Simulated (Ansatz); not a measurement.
# CH5NSeZn: the cost of one run

Program: Ansatz 0.2.0. Level of theory: RKS PBE/def2-SVP. These are calculated values, not measurements.

## (1) The system as given

Bond lengths: N1–C2 1.435 Å, C2–Zn3 2.006 Å, C2–Se4 1.876 Å, N1–H5 1.109 Å, N1–H6 1.073 Å, C2–H7 1.108 Å, Zn3–H8 0.809 Å, Se4–H9 1.568 Å. Angles: N1–C2–Zn3 115.8°, N1–C2–Se4 112.9°, N1–C2–H7 108.3°, Zn3–C2–Se4 106.8°, Zn3–C2–H7 100.5°, Se4–C2–H7 111.8°, C2–N1–H5 106.4°, C2–N1–H6 109.0°, H5–N1–H6 102.6°, C2–Zn3–H8 112.2°, C2–Se4–H9 94.5°.

As a file:

```xyz
9

N     0.6170    0.9323   -0.6885
C     0.0548   -0.3725   -0.4850
Zn    0.9481   -1.5014    0.9118
Se   -1.7701   -0.3227   -0.0546
H    -0.0231    1.4340   -1.4429
H     0.4513    1.5252    0.1900
H     0.2483   -0.9808   -1.3911
H     1.1076   -1.0840    1.5866
H    -1.5454    0.3236    1.3566
```

## (2) Relaxing end A

Input file input.yaml:

```yaml
crystal:
  periodic: [false, false, false]
  atoms:
    - { symbol: "N", position_ang: [0.617, 0.9323, -0.6885] }
    - { symbol: C, position_ang: [0.0548, -0.3725, -0.485] }
    - { symbol: Zn, position_ang: [0.9481, -1.5014, 0.9118] }
    - { symbol: Se, position_ang: [-1.7701, -0.3227, -0.0546] }
    - { symbol: H, position_ang: [-0.0231, 1.434, -1.4429] }
    - { symbol: H, position_ang: [0.4513, 1.5252, 0.19] }
    - { symbol: H, position_ang: [0.2483, -0.9808, -1.3911] }
    - { symbol: H, position_ang: [1.1076, -1.084, 1.5866] }
    - { symbol: H, position_ang: [-1.5454, 0.3236, 1.3566] }
basis:
  gaussian: { orbitals: def2-SVP }
hamiltonian:
  xc: pbe
relax:
  f_tol: 0.02
  max_steps: 50
```

Launch:

```console
$ ansatz run input.yaml --threads 2 --pin off --max-ram 3072MiB --backend cpu --events-out ev --progress --plain --runs-dir out
```

What time and memory should one allow on 2 threads of Intel Xeon 6975P-C (Granite Rapids), shared host?

About 41 s, with a peak of 0.2 GiB.
